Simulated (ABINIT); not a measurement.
# Be2Te: single point with PBE

Be2Te:

```xyz
3
Lattice="3.6592 0.0000 0.0000 -1.8296 3.1689 0.0000 0.0000 0.0000 4.1752" Properties=species:S:1:pos:R:3 pbc="T T T"
Be    0.0000    2.1126    2.6782
Be    1.8296    1.0563    1.4970
Te    0.0000    0.0000    0.0000
```

The cell was built by a generator and needn't be a form met in nature.

```json
{
 "Program": "ABINIT 10.8.3 (patched build)",
 "Task": "single point",
 "Functional": "PBE",
 "Potentials or basis": "JTH PAW PBE v2.0",
 "Cutoff": "517 eV",
 "k mesh": "8 × 8 × 7",
 "Occupations": "fermi-dirac, width 0.05 eV",
 "Spin": "no spin polarisation",
 "Fine-grid cutoff": "1034.03 eV"
}
```

| Item | Value |
| --- | --- |
| Pressure | 0.1 GPa |
| Largest force | 0.005 eV/Å |
| Band gap on the k mesh | none (metal or under the smearing width) |
| Valence electrons inside the program's atomic spheres | Be 2.48; Te 3.16 |

Forces on the atoms (eV/Å):
```
Be   0.000  0.000  0.005
Be   0.000  0.000 -0.005
Te   0.000  0.000  0.000
```

Stress tensor (GPa, compression positive):
```
0.06 0.00 0.00
0.00 0.06 0.00
0.00 0.00 0.25
```

Levels at points of the mesh, in eV from the Fermi level:
```tsv
k point	band 5	band 6	band 7	band 8	band 9	band 10
(0.00, 0.00, 0.00)	-3.08	-0.51	-0.51	2.08	2.08	3.89
(0.50, 0.00, 0.00)	-2.88	-2.33	-0.65	0.40	0.72	3.68
```

It took 24 s on 1 thread of Arm Neoverse V1 (shared host), peak memory 0.11 GiB.

Spin-orbit coupling is left out, which matters for the levels of Te.
